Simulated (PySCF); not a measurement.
# C5H9B: electronic excitations

Wanted: the electronic excitations of C5H9B (`BC(=C)C(=C)C`), by calculation.

Programs: PySCF 2.14.0, with density-fitted response routines of our own. Each step states its level of theory. These are calculated values for one molecule in the gas phase, unless marked as measured. Atoms are numbered from 0 throughout.

## 1. Starting geometry

15 atoms, charge 0, multiplicity 1; geometry from: GFN2-xTB.

Bonds of the start (Å): B0–C1 1.55, C1–C2 1.34, C1–C3 1.48, C3–C4 1.33, C3–C5 1.50, B0–H6 1.17, B0–H7 1.17, C2–H8 1.08, C2–H9 1.08, C4–H10 1.08, C4–H11 1.08, C5–H12 1.09, C5–H13 1.09, C5–H14 1.09.

## 2. Ultraviolet spectrum: CAM-B3LYP/def2-SVPD

Job settings and geometry (Å):

```
{"job": {"kind": "uv", "xc": "CAM-B3LYP", "basis": "def2-SVPD", "nstates": 8, "ntriplets": 3}, "charge": 0, "multiplicity": 1}
B     -1.546703     1.407814     0.463527
C     -0.796273     0.169686    -0.098620
C     -1.513202    -0.839830    -0.621194
C      0.671408     0.053837     0.016593
C      1.437559     1.140491    -0.009223
C      1.277125    -1.316539     0.126568
H     -2.627089     1.647266     0.085476
H     -1.069101     2.065306     1.303574
H     -2.581923    -0.760126    -0.730806
H     -1.078589    -1.770840    -0.950731
H      2.511641     1.080336     0.052854
H      1.017878     2.126685    -0.109821
H      2.321777    -1.247626     0.419602
H      0.741964    -1.914926     0.862052
H      1.229114    -1.833546    -0.831765
```

With the program's defaults for keys left out, this is: TDDFT CAM-B3LYP/def2-SVPD, vertical, gas phase, core orbitals frozen in the response.

On the command line:

```sh
> OMP_NUM_THREADS=1 python probes_run.py task.json out
```

This one command runs all jobs of the session in turn.

Output:

```text
coarse grid: 12096 points
cycle   1  E = -220.3626665594  dE =  6.448e-01  |g| = 2.954e-01  |ddm| = 7.488e+00
cycle   2  E = -220.3782247653  dE = -1.556e-02  |g| = 2.171e-01  |ddm| = 1.310e+00
cycle   3  E = -220.3903351176  dE = -1.211e-02  |g| = 4.912e-02  |ddm| = 5.421e-01
cycle   4  E = -220.3908307074  dE = -4.956e-04  |g| = 2.843e-02  |ddm| = 1.303e-01
cycle   5  E = -220.3910375814  dE = -2.069e-04  |g| = 2.250e-03  |ddm| = 5.600e-02
cycle   6  E = -220.3910394801  dE = -1.899e-06  |g| = 7.099e-04  |ddm| = 1.085e-02
final grid: 115600 points
cycle   7  E = -220.4396588356  dE = -3.705e-05  |g| = 3.372e-03  |ddm| = 1.330e-01
cycle   8  E = -220.4396600348  dE = -1.199e-06  |g| = 2.822e-03  |ddm| = 2.002e-02
cycle   9  E = -220.4396621499  dE = -2.115e-06  |g| = 2.991e-04  |ddm| = 5.810e-03
cycle  10  E = -220.4396621642  dE = -1.430e-08  |g| = 2.243e-04  |ddm| = 9.990e-04
cycle  11  E = -220.4396621770  dE = -1.284e-08  |g| = 1.920e-05  |ddm| = 4.792e-04
cycle  12  E = -220.4396621772  dE = -1.433e-10  |g| = 5.268e-06  |ddm| = 8.615e-05
converged SCF energy = -220.4396621772

Static polarisability (au): isotropic 76.242, principal 54.021 78.257 96.450

Singlet excitations
state   eV       nm        f      main configurations
  1   4.5133    274.7   0.07205   H->L 0.95
  2   5.3697    230.9   0.03051   H-1->L 0.71, H-2->L 0.11
  3   5.5707    222.6   0.00241   H-2->L 0.72, H-3->L 0.17
  4   6.1435    201.8   0.28333   H->L+1 0.83, H-3->L 0.12
  5   6.6238    187.2   0.15838   H-3->L 0.52, H-1->L 0.16, H-2->L 0.09
  6   6.8010    182.3   0.04799   H->L+2 0.79
  7   7.0975    174.7   0.00207   H-1->L+1 0.57, H-2->L+1 0.24, H-5->L 0.08
  8   7.4926    165.5   0.01999   H-5->L 0.67, H-1->L+1 0.12

Triplet excitations (Tamm-Dancoff, eV): 3.0467 4.1833 4.7435
```

Run time: 49 s. Hardware: 1 thread of Arm Neoverse N1, shared host; peak memory 0.87 GiB.

The orbitals next to the gap, with their largest atomic shares:

| orbital | eV | atoms |
| --- | --- | --- |
| HOMO−3 | -11.11 | B0 28 %, C1 15 %, H6 14 % |
| HOMO−2 | -10.56 | B0 22 %, C1 19 %, H7 11 % |
| HOMO−1 | -9.89 | C1 25 %, C2 15 %, B0 14 % |
| HOMO | -8.22 | C4 30 %, C3 24 %, C2 16 % |
| LUMO | -0.89 | B0 34 %, C2 24 %, C1 16 % |
| LUMO+1 | 0.77 | C4 21 %, C3 19 %, B0 14 % |
| LUMO+2 | 1.22 | B0 37 %, C5 10 %, C2 10 % |

With each of the 8 states as a Gaussian band of 0.4 eV half-width at 1/e, the curve within the window shown has maxima at 274 nm (ε 2,900), 198 nm (ε 14,000) L/(mol cm). Beyond the last state computed it falls off for lack of states. The curve at chosen wavelengths:

```csv
nm,ε (L/mol/cm)
159,471
165,969
172,2056
178,5190
184,9183
190,11906
197,13619
203,12704
209,9161
216,4751
222,2640
228,1804
234,1448
241,1193
247,1183
253,1469
259,1987
266,2607
272,2903
278,2869
285,2465
291,1948
297,1415
303,954
310,555
316,329
```

Ground-state properties from the same run:

| property | computed |
| --- | --- |
| dipole moment (D) | 1.20 |
| polarisability (Å³) | 11.30 |
| HOMO–LUMO gap (eV) | 7.33 |
| −ε(HOMO) (eV) | 8.22 |

## 3. Results

| quantity | value |
| --- | --- |
| lowest singlet (CAM-B3LYP/def2-SVPD) | 4.51 eV (275 nm), f = 0.072 |
| brightest single state of those computed | state 4, 6.14 eV, f = 0.283 |
| lowest triplet | 3.05 eV |

The lowest singlet, at 4.51 eV, is HOMO→LUMO 0.95 and is bright; of the 8 states computed, the strongest absorption comes from state 4 at 6.14 eV. The lowest triplet lies 1.47 eV below the lowest singlet (triplets in Tamm-Dancoff, singlets in full TDDFT).
